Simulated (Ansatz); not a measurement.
**CoNH₃+ (quintet): the correlation ladder, def2-SVP**

An exercise on one series of results from a longer session: the logs are not shown, and one member is left open.

The runs use Ansatz 0.2.0, Gaussian basis; def2-SVP, core rule «outside noble gas», up to 10 orbitals frozen.

Plan: UHF; CCSD(T) on ROHF; CCSD(T) on UHF; CISD; CCSDT(Q) on ROHF; CCSDT(Q) on UHF; CASSCF and NEVPT2, 16 electrons in 13 orbitals.

10 further runs of the same task are left out: 10 set aside as unsound or not needed.

### What is computed

The geometry is a PBE0/def2-TZVP stationary point (not a proven minimum) of the parent state, kept for this charge and spin.

5 atoms, charge 1, spin multiplicity 5.

Atoms are counted from 1 here; the program's logs count them from 0.

Bond lengths: Co1–N2 1.996 Å, N2–H3 1.019 Å, N2–H4 1.019 Å, N2–H5 1.019 Å. Angles: Co1–N2–H3 112.8°, Co1–N2–H4 112.8°, Co1–N2–H5 112.8°, H3–N2–H4 106.0°, H3–N2–H5 106.0°, H4–N2–H5 106.0°.

The first run:

Contents of in.yaml:

```yaml
crystal:
  periodic: [false, false, false]
  atoms:
    - {symbol: Co, position_ang: [-0.463157, 0.003687, 0.002967]}
    - {symbol: N, position_ang: [1.532743, -0.012201, -0.009820]}
    - {symbol: H, position_ang: [1.919465, -0.954447, -0.007610]}
    - {symbol: H, position_ang: [1.935876, 0.458274, 0.798588]}
    - {symbol: H, position_ang: [1.925390, 0.450156, -0.828013]}
basis:
  gaussian: {orbitals: def2-SVP}
total_charge: 1
magnetization: {spin_polarized: true, initial_magnetization: 4}
hamiltonian: {xc: hf}
output: {orbitals: {seedname: orbitals}}
```

Run with:

```
$ ansatz run in.yaml --threads 1 --pin off --events-out ev --progress --plain --max-ram 4096MiB --backend cpu
```

Steps of the session up to this table: UHF; CCSD(T) on ROHF; CCSD(T) on UHF; CISD; CCSDT(Q) on ROHF; CCSDT(Q) on UHF; CASSCF and NEVPT2, 16 electrons in 13 orbitals.

One table of the session follows, with a row left open; its other results are not shown here.

| method | from RCCSDT(Q) (kJ/mol) |
| --- | --- |
| ROHF | +892.9 |
| UHF | +879.4 |
| RMP2 | +68.7 |
| UMP2 | +58.0 |
| CISD | +80.0 |
| RCCSD | +21.3 |
| UCCSD | +11.6 |
| RCCSD(T) | +2.3 |
| UCCSD(T) | ? |
| RCCSDT | +0.5 |
| UCCSDT | -8.6 |
| RCCSDT(Q) | 0 |
| UCCSDT(Q) | -9.0 |
| CASSCF valence | +700.7 |
| NEVPT2 valence | +131.7 |

Q: Estimate the row for UCCSD(T) from the others.

As computed: from RCCSDT(Q) (kJ/mol): -7.3. In the column «from RCCSDT(Q) (kJ/mol)» it lies between UCCSDT (-8.6) and RCCSDT(Q) (0).

To keep in mind: Restricted and unrestricted rows rest on different reference determinants; where their highest levels disagree by more than a few hundredths of an eV, they describe different states and don't form one ladder.
